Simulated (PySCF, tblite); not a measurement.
# C4H10FGe2N: geometry, infrared bands and NMR shifts

Aim: predict the infrared bands and NMR shifts of C4H10FGe2N (`[H]/N=C1\C[CH2][GeH2][C@H]1[GeH2][F]`).

Programs: tblite 0.8.0 and PySCF 2.14.0, with density-fitted response routines of our own. Each step states its level of theory. These are calculated values for one molecule in the gas phase, unless marked as measured. Atoms count from 0, in the outputs and in this text.

## 1. Starting geometry

18 atoms, charge 0, multiplicity 1; geometry from: force field or distance geometry start.

Bonds of the start (Å): N0–C1 1.30, C1–C2 1.50, C2–C3 1.55, C3–Ge4 1.92, Ge4–C5 1.91, C5–Ge6 1.95, Ge6–F7 1.76, C5–C1 1.49, N0–H8 1.03, C2–H9 1.12, C2–H10 1.11, C3–H11 1.11, C3–H12 1.11, Ge4–H13 1.56, Ge4–H14 1.56, C5–H15 1.11, Ge6–H16 1.55, Ge6–H17 1.56.

## 2. Geometry optimisation with GFN2-xTB

The job: settings as JSON, then the geometry in Å.

```
{"job": {"kind": "relax", "xc": "GFN2-xTB", "basis": "xTB"}, "charge": 0, "multiplicity": 1}
N      0.055900    -1.631600     1.728200
C     -0.193400    -0.889800     0.690800
C     -1.595300    -0.494500     0.351100
C     -1.612100     0.538100    -0.801700
Ge     0.085000     0.373400    -1.685100
C      0.932200    -0.484500    -0.202300
Ge     2.111200     0.785600     0.701300
F      1.178600     2.165900     1.260200
H     -0.707600    -1.945800     2.351900
H     -2.169000    -1.400600     0.043000
H     -2.109100    -0.056100     1.236700
H     -2.450600     0.337000    -1.497600
H     -1.702600     1.560300    -0.372200
H     -0.015300    -0.599400    -2.895900
H      0.695800     1.766400    -2.030700
H      1.508600    -1.367300    -0.534000
H      3.206900     1.265400    -0.277700
H      2.772200     0.083700     1.922300
```

Command:

```
OMP_NUM_THREADS=1 python probes_run.py task.json out
```

One launch serves the whole session: the jobs run in the order shown.

**Question.** This job is followed by: GFN2-xTB harmonic vibrations, gas phase; GIAO PBE0/pcSseg-1 NMR shielding, non-relativistic, gas phase. What will the session give for the following? strongest single infrared mode (GFN2-xTB); zero-point energy (GFN2-xTB); 13C shifts against TMS (PBE0/pcSseg-1); 1H shifts against TMS (PBE0/pcSseg-1); 15N shifts against NH3 (PBE0/pcSseg-1); 73Ge shifts against GeMe4 (PBE0/pcSseg-1); 19F shifts against CFCl3 (PBE0/pcSseg-1).

**Answer**, as computed:

| quantity | value |
| --- | --- |
| strongest single infrared mode (GFN2-xTB) | 2010 cm⁻¹, 411 km/mol |
| zero-point energy (GFN2-xTB) | 76.9 kcal/mol |
| 13C shifts against TMS (PBE0/pcSseg-1) | 191.1, 43.1, 28.6, 10.5 ppm |
| 1H shifts against TMS (PBE0/pcSseg-1) | 10.21, 6.14, 5.36, 4.45, 4.43, 2.45, 2.44, 2.04, 1.40, 1.22 ppm |
| 15N shifts against NH3 (PBE0/pcSseg-1) | 341.6 ppm |
| 73Ge shifts against GeMe4 (PBE0/pcSseg-1) | 11, -131 ppm |
| 19F shifts against CFCl3 (PBE0/pcSseg-1) | -264.7 ppm |

In words: The optimisation took 131 steps and gained 0.606 eV; among the close pairs (by a distance rule), Ge4–C5 changed most, from 1.911 to 1.984 Å. No mode is imaginary among the 48: a minimum at this level. The strongest single mode, at 2010 cm⁻¹, moves mainly H17. GFN2-xTB is a fitted tight-binding method: band positions and strengths are rough. Its intensities can rank the bands wrongly. At PBE0/pcSseg-1: The widest tensor belongs to N0: span 538 ppm, with a paramagnetic part of -397 ppm. Spin-orbit coupling is left out, which matters for shieldings and couplings at and beside the heavy atoms.
